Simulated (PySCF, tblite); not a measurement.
# C₆H₉N₃Si: geometry, infrared bands and NMR shifts

Aim: predict the infrared bands and NMR shifts of C₆H₉N₃Si (`C[SiH](C)n1nccc1C#N`).

The runs use tblite 0.8.0 and PySCF 2.14.0, with density-fitted response routines of our own; the level of theory stands in each step. All values are computed, except where a source is named. Atoms are numbered from 0 throughout.

### Step 1. The starting structure

19 atoms, charge 0, multiplicity 1; geometry from: force field or distance geometry start.

Bonds of the start (Å): C0–Si1 1.83, Si1–C2 1.88, Si1–N3 1.80, N3–N4 1.30, N4–C5 1.34, C5–C6 1.39, C6–C7 1.38, C7–C8 1.44, C8–N9 1.16, C7–N3 1.36, C0–H10 1.09, C0–H11 1.13, C0–H12 1.14, Si1–H13 1.47, C2–H14 1.11, C2–H15 1.11, C2–H16 1.12, C5–H17 1.08, C6–H18 1.08.

### Step 2. Geometry optimisation with GFN2-xTB

What the job is given:

```
{"job": {"kind": "relax", "xc": "GFN2-xTB", "basis": "xTB"}, "charge": 0, "multiplicity": 1}
C     -1.872100    -1.473800    -0.340400
Si    -1.200200     0.230600    -0.439800
C     -1.646900     1.273300     1.059700
N      0.592200     0.303100    -0.587500
N      1.238900     0.910800    -1.537000
C      2.562200     0.796500    -1.400300
C      2.751200     0.046300    -0.244000
C      1.497800    -0.254800     0.259600
C      1.212300    -1.026400     1.439700
N      0.972400    -1.646700     2.391200
H     -1.303300    -2.173800     0.272400
H     -1.923800    -1.905800    -1.377900
H     -2.964100    -1.426000    -0.015600
H     -1.760000     0.873300    -1.642000
H     -0.919500     1.151600     1.883200
H     -1.572100     2.327100     0.719600
H     -2.689500     1.057100     1.390700
H      3.327800     1.204700    -2.051800
H      3.686900    -0.258100     0.212800
```

Run with:

```console
OMP_NUM_THREADS=1 python probes_run.py task.json out
```

This one command runs all jobs of the session in turn.

**Question.** This job is followed by: GFN2-xTB harmonic vibrations, gas phase; GIAO PBE0/pcSseg-1 NMR shielding, non-relativistic, gas phase. Predict these results of the whole session: strongest single infrared mode (GFN2-xTB); zero-point energy (GFN2-xTB); 13C shifts against TMS (PBE0/pcSseg-1, means over atoms taken as alike); 1H shifts against TMS (PBE0/pcSseg-1, means over atoms taken as alike); 29Si shifts against TMS (PBE0/pcSseg-1); 15N shifts against NH3 (PBE0/pcSseg-1).

The runs gave:

| quantity | value |
| --- | --- |
| strongest single infrared mode (GFN2-xTB) | 2365 cm⁻¹, 262 km/mol |
| zero-point energy (GFN2-xTB) | 87.8 kcal/mol |
| 13C shifts against TMS (PBE0/pcSseg-1, means over atoms taken as alike) | 145.9, 125.4, 123.7, 119.0, -1.0 ppm |
| 1H shifts against TMS (PBE0/pcSseg-1, means over atoms taken as alike) | 7.86, 7.16, 5.65, 0.67 ppm |
| 29Si shifts against TMS (PBE0/pcSseg-1) | 7.0 ppm |
| 15N shifts against NH3 (PBE0/pcSseg-1) | 380.3, 334.1, 253.5 ppm |

**Reading.** Over 81 steps the energy fell by 0.507 eV; of the close pairs, C0–Si1 changed most, 1.835 to 1.897 Å. All 51 modes are real, so the xTB geometry is a minimum. The strongest single mode, at 2365 cm⁻¹, moves mainly C8 and N9. GFN2-xTB is a fitted tight-binding method: band positions and strengths are rough. Its intensities can rank the bands wrongly. At PBE0/pcSseg-1: Shielding is most anisotropic at N4 (span 565 ppm, paramagnetic term -433 ppm). NICS(1)zz of -31 ppm above the planar ring from N3 marks a diatropic (aromatic) ring current.
